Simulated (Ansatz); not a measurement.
A run of Ansatz 0.2.0 is set up as follows.

Contents of input.yaml:

```yaml
crystal:
  lattice:
    - [0.0, 3.861219, 3.861219]
    - [3.861219, 0.0, 3.861219]
    - [3.861219, 3.861219, 0.0]
  atoms:
    - { symbol: Te, position: [0.5, 0.5, 0.5] }
    - { symbol: Te, position: [0.75, 0.75, 0.75] }
    - { symbol: Te, position: [0.25, 0.25, 0.25] }
    - { symbol: Sn, position: [0.0, 0.0, 0.0] }
hamiltonian:
  xc: pbesol
  pseudopotentials: { kind: paw }
kpoints:
  mp_grid: { grid: [6, 6, 6] }
scf:
  occupations: { method: fermi_dirac, width: 0.05 }
output:
  forces: true
  stress: true
elastic:
  mode: relaxed_ion
  stencil: two_point
```

Potentials or basis: Ansatz PAW.

Launch:

```sh
$ ansatz run input.yaml --threads 2 --pin off --max-ram 5632MiB --backend cpu --events-out ev --progress --plain --runs-dir out
```

(1) Predict the elastic constants C11, C12, C44.

(2) What does it give for the Voigt bulk modulus?

(3) What does it give for the pressure?

Results:

(1) 74, 29, -58 GPa.

(2) 44 GPa.

(3) -2.8 GPa.

Caveat: the elastic tensor has a negative eigenvalue, so either the cell is unstable as it stands or the mesh is too thin; the PAW data sets come from PBE, with cores solved anew for the run's functional, which leaves a small shift of forces and pressure.
